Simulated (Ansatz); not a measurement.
This script drives Ansatz 0.2.0 through its Python package.

Script `relaxed_scan.py`:
```python
"""Relaxed scan of one distance in H5InO."""

import ansatz as az
import numpy as np

geometry_ang = [
    ("O", [-0.0175, -1.3909, -0.109]),
    ("In", [0.1496, 0.6518, -0.1436]),
    ("H", [0.2177, -1.618, 0.7629]),
    ("H", [-0.9716, -1.4763, -0.0958]),
    ("H", [-0.533, 1.3108, -1.6946]),
    ("H", [-0.7207, 1.3844, 1.2682]),
    ("H", [1.9368, 1.0702, -0.0339]),
]
system = az.Crystal.molecule()
for symbol, xyz in geometry_ang:
    system = system.atom(symbol, xyz)

calc = system.calculation().basis(gaussian="def2-SVP").functional("HF")
symbols = [site.symbol for site in system.cartesian_sites]
pairs = [(0, 1), (0, 2), (0, 3), (1, 4), (1, 5), (1, 6)]
print("held (A)   E (eV)        ", "  ".join(f"{symbols[i]}{i}-{symbols[j]}{j}" for i, j in pairs))
for length in [1.69, 1.84, 1.99, 2.21, 2.48]:
    data = calc.relax(constraints=[az.DistanceConstraint((1, 6), at=length)], force_tolerance=0.02, max_steps=60).run().report
    xyz = np.array(data["positions_ang"])
    print(f"{length:6.2f} {data['free_energy_ev']:14.5f}  ", "  ".join(f"{np.linalg.norm(xyz[i] - xyz[j]):.3f}" for i, j in pairs))
```

It is started by `python relaxed_scan.py`. Estimate its wall time and peak memory on 1 thread of Arm Neoverse V2, on a shared host.

It took about 80 s, with a peak of 0.19 GiB, for 5 runs of the engine.

Running `python relaxed_scan.py` prints:
```text
held (A)   E (eV)         O0-In1  O0-H2  O0-H3  In1-H4  In1-H5  In1-H6
DeckWarning: relax.constraints: the input's atoms, or those drawn, lie off the distances that are held; a relaxation that starts there is brought onto them ahead of its first SCF, by positions alone, an atom by 7.44e-2 Å at the most. With the symmetry [...]
  1.69    -7262.38461   2.456  0.947  0.947  1.750  1.755  1.690
  1.84    -7262.37132   2.446  0.948  0.947  1.742  1.749  1.840
  1.99    -7262.16565   2.434  0.948  0.948  1.738  1.745  1.990
  2.21    -7261.69780   2.416  0.949  0.948  1.731  1.738  2.210
  2.48    -7261.04296   2.392  0.951  0.948  1.723  1.729  2.480
```
(Warnings from the package without file and line, shortened, repeats left out.)

Total energies depend on the basis set; only differences at equal settings carry meaning. The energies are electronic: no zero-point or thermal terms, and the basis set is short of its limit. def2 sets replace the cores of elements past krypton by effective core potentials.
